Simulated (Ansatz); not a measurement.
Crystal: NaNiO2.

```
Ni Na O
1.0
     1.47259    0.85020    5.17285
    -1.47259    0.85020    5.17285
     0.00000   -1.70040    5.17285
Ni Na O
1 1 2
Direct
  0.00000 0.00000 0.00000
  0.50000 0.50000 0.50000
  0.73103 0.73103 0.73103
  0.26897 0.26897 0.26897
```

Measurements of this composition are mostly on another form, of space group No. 12.

* Program: Ansatz 0.2.0
* Task: single point
* Functional: PBEsol
* Potentials or basis: all-electron LAPW, scalar-relativistic
* Cutoff: 427 eV (chosen from the basis error)
* Basis error allowed: 0.001 eV/atom
* k mesh: 10 × 10 × 10
* Occupations: fermi-dirac, width 0.05 eV
* Spin: collinear spin, ferromagnetic start
* Starting moments: [1.0, 0.0, 0.0, 0.0] μB

On this cell: pressure -1.2 GPa; largest force 0.317 eV/Å; net moment 1.00 μB per cell; site moments Ni +0.76; Na +0.01; O +0.10 μB; band gap on the k mesh none (metal or under the smearing width).

The same run follows on a disturbed copy (atoms moved at random, drawn with an rms of 0.05 Å):

```
Ni Na O
1.0
     1.47259    0.85020    5.17285
    -1.47259    0.85020    5.17285
     0.00000   -1.70040    5.17285
Ni Na O
1 1 2
Direct
  0.99053 0.98868 0.02873
  0.51330 0.51951 0.46957
  0.73928 0.74682 0.71417
  0.26218 0.28071 0.26000
```

**Question.** What does the disturbed cell give?

**Answer.** The energy (extrapolated to zero smearing) moves by +30.8 meV/atom; pressure -1.5 GPa; largest force 1.646 eV/Å; net moment 1.00 μB per cell; site moments Ni +0.76; Na +0.01; O +0.10 μB; band gap on the k mesh none (metal or under the smearing width).

Forces on the atoms (eV/Å):
```
Ni  -0.287  1.482 -0.657
Na  -0.033 -0.139  0.076
O    0.130 -0.840 -0.354
O    0.189 -0.504  0.934
```

Stress tensor (GPa, compression positive):
```
-1.02  0.49  0.08
 0.49 -1.19 -0.70
 0.08 -0.70 -2.28
```

Caveats: a cell with one magnetic atom can't hold antiferromagnetic order, which such compounds often take; semilocal functionals often make such compounds metallic where correlation or magnetic order opens a gap, which also shifts bond lengths.
